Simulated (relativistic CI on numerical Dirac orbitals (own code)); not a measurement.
# Tl¹⁵⁺: one ion under different settings

How much do the settings matter for Tl¹⁵⁺? One ion, several inputs.

Method: Dirac-Coulomb-Breit CI, KLI orbitals optimised for each configuration, model QED (radiative potential, 1s self-energy scaled to tabulated hydrogen-like ionisation energies), numerical settings as typed. Code: relativistic CI on numerical Dirac orbitals (own code) version 3.

**1. Starting point**

| Quantity | Value |
| --- | --- |
| ion | Tl¹⁵⁺ (Tl XVI) |
| nuclear charge | 81 |
| electrons | 66 |
| isotope | A = 205 |

**2. Usual settings**

Settings of the run:

```ini
atom Tl  Z=81  charge=15  electrons=66
nucleus A=205  rms_radius_fm=5.4759
hamiltonian dirac-coulomb  breit=on  qed=on  c_scale=1
orbitals kli  potential=per-configuration
slater_scale 1
correlation none
mixing on
grid step=0.0125 r_max=12.6
scf mixing=0.4 start=green max_iterations=150 tolerance=2e-08 node_fill=0.05
configurations
  [Kr] 4d10 4f14 5s2 5p4
end
```

On the command line:

```sh
$ python run_levels.py task.json out
```

The settings of every run stand in task.json; they run in order.

**3. Node fill 0, Slater scale 1.2, tolerance 1e-10**

Settings of the run:

```ini
atom Tl  Z=81  charge=15  electrons=66
nucleus A=205  rms_radius_fm=5.4759
hamiltonian dirac-coulomb  breit=on  qed=on  c_scale=1
orbitals kli  potential=per-configuration
slater_scale 1.2
correlation none
mixing on
grid step=0.0125 r_max=12.6
scf mixing=0.4 start=green max_iterations=150 tolerance=1e-10 node_fill=0
configurations
  [Kr] 4d10 4f14 5s2 5p4
end
```

**4. Start potential thomas-fermi, Breit term off, speed-of-light factor 2**

Settings of the run:

```ini
atom Tl  Z=81  charge=15  electrons=66
nucleus A=205  rms_radius_fm=5.4759
hamiltonian dirac-coulomb  breit=off  qed=on  c_scale=2
orbitals kli  potential=per-configuration
slater_scale 1
correlation none
mixing on
grid step=0.0125 r_max=12.6
scf mixing=0.4 start=thomas-fermi max_iterations=150 tolerance=2e-08 node_fill=0.05
configurations
  [Kr] 4d10 4f14 5s2 5p4
end
```

**5. Slater scale 0.5, Breit term off**

Settings of the run:

```ini
atom Tl  Z=81  charge=15  electrons=66
nucleus A=205  rms_radius_fm=5.4759
hamiltonian dirac-coulomb  breit=off  qed=on  c_scale=1
orbitals kli  potential=per-configuration
slater_scale 0.5
correlation none
mixing on
grid step=0.0125 r_max=12.6
scf mixing=0.4 start=green max_iterations=150 tolerance=2e-08 node_fill=0.05
configurations
  [Kr] 4d10 4f14 5s2 5p4
end
```

**6. Node fill 0.5**

Settings of the run:

```ini
atom Tl  Z=81  charge=15  electrons=66
nucleus A=205  rms_radius_fm=5.4759
hamiltonian dirac-coulomb  breit=on  qed=on  c_scale=1
orbitals kli  potential=per-configuration
slater_scale 1
correlation none
mixing on
grid step=0.0125 r_max=12.6
scf mixing=0.4 start=green max_iterations=150 tolerance=2e-08 node_fill=0.5
configurations
  [Kr] 4d10 4f14 5s2 5p4
end
```

**7. Grid step 0.08**

Settings: those of step 6 with these lines changed.

```diff
@@ -7,4 +7,4 @@
 mixing on
-grid step=0.0125 r_max=12.6
-scf mixing=0.4 start=green max_iterations=150 tolerance=2e-08 node_fill=0.5
+grid step=0.08 r_max=12.6
+scf mixing=0.4 start=green max_iterations=54 tolerance=2e-08 node_fill=0.05
 configurations
```

**8. Tolerance 0.05**

Settings: those of step 7 with these lines changed.

```diff
@@ -7,4 +7,4 @@
 mixing on
-grid step=0.08 r_max=12.6
-scf mixing=0.4 start=green max_iterations=54 tolerance=2e-08 node_fill=0.05
+grid step=0.0125 r_max=12.6
+scf mixing=0.4 start=green max_iterations=65 tolerance=0.05 node_fill=0.05
 configurations
```

(Steps that only read results are left out.)

Before running it: what results should come out? Wanted: lowest level, usual settings; total energy; first excitation.

The runs gave:

| setting | total energy less usual (Ha) | largest shift of a level among the lowest eight of both runs, same label and place (cm⁻¹) | SCF iterations | time | lowest level | kind of change |
| --- | --- | --- | --- | --- | --- | --- |
| usual | 0 | 0 | 12 | 0.15 s | 5p4 [5p3/2^2] J=2 | - |
| node fill 0, Slater scale 1.2, tolerance 1e-10 | 0.00663 | 6540 | 14 | 0.16 s | 5p4 [5p3/2^2] J=2 | model term |
| start potential thomas-fermi, Breit term off, speed-of-light factor 2 | 999 | 160000 | 11 | 0.13 s | 5p4 3P2 | unphysical constant |
| Slater scale 0.5, Breit term off | -23.6 | 17100 | 12 | 0.14 s | 5p4 [5p3/2^2] J=2 | model term |
| node fill 0.5 | 0.0335 | 3850 | 12 | 0.15 s | 5p4 [5p3/2^2] J=2 | numerical |
| grid step 0.08 | 0.00738 | 46.7 | 12 | 0.04 s | 5p4 [5p3/2^2] J=2 | unsound |
| tolerance 0.05 | 0.000992 | 171 | 6 | 0.12 s | 5p4 [5p3/2^2] J=2 | unsound |

| quantity | value |
| --- | --- |
| lowest level, usual settings | 5p4 [5p3/2^2] J=2 |
| total energy | -20162.1874 Ha |
| first excitation | 35243 cm⁻¹ |

Among the runs whose levels can be followed, they move most under «start potential thomas-fermi, Breit term off, speed-of-light factor 2» (unphysical constant), by up to 160000 cm⁻¹. Only the listed configurations are in the model.
